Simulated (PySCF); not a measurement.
# A diatomic session: InCl, part 2 of 2

PySCF 2.14.0; In def2-TZVPP with ECP28, Cl def2-TZVPP; scalar-relativistic core potentials. Earlier steps stand in the parts before.

## Step 14: Adding correlation

Reference: RHF; core orbitals frozen: 9; virtual orbitals above 20 hartree dropped in coupled cluster: 6. MP2 keeps all virtuals, so it differs from the MP2 energy in the coupled-cluster log.

Output of the coupled-cluster run at 2.420 Å:

```text
******** <class 'pyscf.cc.ccsd.CCSD'> ********
CC2 = 0
CCSD nocc = 10, nmo = 77
frozen orbitals [0, 1, 2, 3, 4, 5, 6, 7, 8, 86, 87, 88, 89, 90, 91]
max_cycle = 80
direct = 0
conv_tol = 1e-07
conv_tol_normt = 1e-05
diis_space = 8
diis_start_cycle = 0
diis_start_energy_diff = 1e+09
max_memory 2100 MB (current use 619 MB)
Init t2, MP2 energy = -649.264604315415  E_corr(MP2) -0.452738421386442
Init E_corr(CCSD) = -0.452738421390569
cycle = 1  E_corr(CCSD) = -0.450016472496563  dE = 0.00272194889  norm(t1,t2) = 0.0584601
cycle = 2  E_corr(CCSD) = -0.460141184957651  dE = -0.0101247125  norm(t1,t2) = 0.017283
cycle = 3  E_corr(CCSD) = -0.460751124941976  dE = -0.000609939984  norm(t1,t2) = 0.00908134
cycle = 4  E_corr(CCSD) = -0.461926258073132  dE = -0.00117513313  norm(t1,t2) = 0.00360547
cycle = 5  E_corr(CCSD) = -0.461962699692673  dE = -3.64416195e-05  norm(t1,t2) = 0.00104276
cycle = 6  E_corr(CCSD) = -0.461874847487601  dE = 8.78522051e-05  norm(t1,t2) = 0.000454369
cycle = 7  E_corr(CCSD) = -0.461877931367888  dE = -3.08388029e-06  norm(t1,t2) = 0.000132322
cycle = 8  E_corr(CCSD) = -0.461884609012314  dE = -6.67764443e-06  norm(t1,t2) = 4.78631e-05
cycle = 9  E_corr(CCSD) = -0.461884301047415  dE = 3.07964899e-07  norm(t1,t2) = 1.24208e-05
cycle = 10  E_corr(CCSD) = -0.461883754786863  dE = 5.46260552e-07  norm(t1,t2) = 3.69932e-06
cycle = 11  E_corr(CCSD) = -0.461883893845493  dE = -1.3905863e-07  norm(t1,t2) = 1.26638e-06
cycle = 12  E_corr(CCSD) = -0.46188386507445  dE = 2.87710429e-08  norm(t1,t2) = 4.46711e-07
CCSD converged
E(CCSD) = -649.2737497591028  E_corr = -0.4618838650744503
CCSD(T) correction = -0.0163462788438471
```

Correlation energy (eV) along the bond:

| R (Å) | MP2 | SCS-MP2 | CCSD | CCSD(T) | T1 |
| --- | --- | --- | --- | --- | --- |
| 2.081 | -12.481 | -11.595 | n/a | n/a | n/a |
| 2.178 | -12.435 | -11.567 | -12.625 | -13.071 | 0.014 |
| 2.275 | -12.398 | -11.544 | -12.600 | -13.046 | 0.015 |
| 2.347 | -12.373 | -11.530 | -12.584 | -13.029 | 0.015 |
| 2.420 | -12.351 | -11.517 | -12.569 | -13.013 | 0.015 |
| 2.493 | -12.330 | -11.505 | -12.554 | -12.998 | 0.015 |
| 2.589 | -12.304 | -11.489 | -12.535 | -12.978 | 0.015 |
| 2.710 | -12.275 | -11.471 | -12.513 | -12.954 | 0.015 |
| 2.856 | -12.243 | -11.451 | -12.488 | -12.927 | 0.015 |
| 3.049 | -12.205 | -11.426 | n/a | n/a | n/a |

RHF-MP2: Re = 2.400 Å, ωe = 325 cm⁻¹, ωexe = 1.05 cm⁻¹, αe = 0.000504 cm⁻¹, Be = 0.1092 cm⁻¹, De = 4.68 eV.

RHF-SCS-MP2: Re = 2.412 Å, ωe = 320 cm⁻¹, ωexe = 1.05 cm⁻¹, αe = 0.000505 cm⁻¹, Be = 0.1081 cm⁻¹, De = 4.54 eV.

RHF-CCSD: Re = 2.409 Å, ωe = 322 cm⁻¹, ωexe = 1.07 cm⁻¹, αe = 0.000506 cm⁻¹, Be = 0.1084 cm⁻¹, De = 4.35 eV.

RHF-CCSD(T): Re = 2.408 Å, ωe = 323 cm⁻¹, ωexe = 1.05 cm⁻¹, αe = 0.000501 cm⁻¹, Be = 0.1084 cm⁻¹, De = 4.47 eV.

## Step 15: The curves together

Energy (eV) from each level's lowest point:

| R (Å) | RHF | RHF-MP2 | RHF-SCS-MP2 | RHF-CCSD | RHF-CCSD(T) | PBE | PW91 | BLYP | r²SCAN | r²SCANh | PBE0 | CAM-B3LYP | B2PLYP |
| --- | --- | --- | --- | --- | --- | --- | --- | --- | --- | --- | --- | --- | --- |
| 2.081 | 0.974 | 0.844 | 0.896 | n/a | n/a | 0.946 | 0.939 | 1.073 | 0.870 | 0.854 | 0.871 | 0.883 | 0.925 |
| 2.178 | 0.435 | 0.351 | 0.385 | 0.379 | 0.378 | 0.430 | 0.425 | 0.517 | 0.375 | 0.363 | 0.377 | 0.383 | 0.409 |
| 2.275 | 0.142 | 0.095 | 0.114 | 0.110 | 0.109 | 0.145 | 0.142 | 0.196 | 0.111 | 0.105 | 0.113 | 0.116 | 0.130 |
| 2.347 | 0.036 | 0.013 | 0.023 | 0.020 | 0.020 | 0.039 | 0.037 | 0.067 | 0.022 | 0.019 | 0.023 | 0.024 | 0.030 |
| 2.420 | 0.000 | 0.000 | 0.000 | 0.000 | 0.000 | 0.000 | 0.000 | 0.007 | 0.000 | 0.000 | 0.000 | 0.000 | 0.000 |
| 2.493 | 0.017 | 0.038 | 0.029 | 0.032 | 0.032 | 0.012 | 0.014 | 0.000 | 0.029 | 0.032 | 0.027 | 0.026 | 0.021 |
| 2.589 | 0.098 | 0.144 | 0.125 | 0.131 | 0.133 | 0.086 | 0.089 | 0.051 | 0.123 | 0.130 | 0.119 | 0.118 | 0.107 |
| 2.710 | 0.260 | 0.335 | 0.305 | 0.315 | 0.319 | 0.239 | 0.244 | 0.179 | 0.301 | 0.312 | 0.292 | 0.292 | 0.275 |
| 2.856 | 0.503 | 0.611 | 0.569 | 0.584 | 0.590 | 0.473 | 0.480 | 0.388 | 0.562 | 0.577 | 0.548 | 0.549 | 0.527 |
| 3.049 | 0.860 | 1.006 | 0.951 | n/a | n/a | 0.820 | 0.830 | 0.708 | 0.940 | 0.960 | 0.920 | 0.924 | 0.896 |

## Step 16: What came out

What follows sums up all 2 parts.

Lowest PBE0 solution found, without spin–orbit coupling: ¹Σ⁺ (singlet), closed shell. State 2 has its PBE0 minimum 3.41 eV higher. The other levels ran on the lowest alone.

| level | Re (Å) | ωe (cm⁻¹) | De (eV) | μ (D) |
| --- | --- | --- | --- | --- |
| RHF | 2.430 | 311 | 3.40 | -3.64 |
| RHF-MP2 | 2.400 | 325 | 4.68 | n/a |
| RHF-SCS-MP2 | 2.412 | 320 | 4.54 | n/a |
| RHF-CCSD | 2.409 | 322 | 4.35 | n/a |
| RHF-CCSD(T) | 2.408 | 323 | 4.47 | n/a |
| PBE | 2.436 | 302 | 4.69 | -3.45 |
| PW91 | 2.434 | 303 | 4.72 | -3.45 |
| BLYP | 2.467 | 290.1 | 4.51 | -3.66 |
| r²SCAN | 2.412 | 316 | 4.67 | -3.33 |
| r²SCANh | 2.407 | 318 | 4.61 | -3.36 |
| PBE0 | 2.414 | 313 | 4.58 | -3.47 |
| CAM-B3LYP | 2.415 | 314 | 4.50 | -3.57 |
| B2PLYP | 2.423 | 312 | 4.54 | -3.65 |

De is counted to In + Cl in their ground configurations. A positive dipole means In(−)Cl(+).

Differences from CCSD(T) in the same basis:

| level | Re (mÅ) | ωe (%) |
| --- | --- | --- |
| RHF | +22 | -3.9 |
| RHF-MP2 | -8 | +0.6 |
| RHF-SCS-MP2 | +4 | -1.1 |
| RHF-CCSD | +1 | -0.3 |
| PBE | +28 | -6.6 |
| PW91 | +26 | -6.2 |
| BLYP | +59 | -10.3 |
| r²SCAN | +4 | -2.2 |
| r²SCANh | -1 | -1.5 |
| PBE0 | +6 | -3.0 |
| CAM-B3LYP | +7 | -2.8 |
| B2PLYP | +15 | -3.4 |

Time per point (s) on 1 thread, shared host (CPU time, shared integrals of 0.49 s apart; correlated levels include their reference; CCSD comes with the CCSD(T) run); the times are rough: RHF 0.44, RHF-MP2 0.76, RHF-SCS-MP2 0.76, PBE 1.4, PW91 0.95, BLYP 0.96, r²SCAN 2.1, r²SCANh 2.5, PBE0 3.4, CAM-B3LYP 3.4, B2PLYP 2.2; the reference 17.

The cheapest levels within 12 mÅ and 2.5 % of CCSD(T): RHF-SCS-MP2 (0.76 s), RHF-MP2 (0.76 s). The dearest run takes 17 s.

Against CCSD(T) in the same basis, the bond length is nearest at RHF-CCSD and r²SCANh (1 mÅ off) and farthest at BLYP (+59 mÅ); the wavenumber is nearest at RHF-CCSD (-0.3 %) and farthest at BLYP (-10.3 %). Of the levels with a De here, RHF gives the least (3.40 eV) and PW91 the most (4.72 eV).

Correlated steps freeze 9 core orbitals. These are scalar-relativistic numbers at best; spin–orbit coupling would shift them, the dissociation energy most. B2PLYP dipoles, levels and charges come from its SCF part alone.
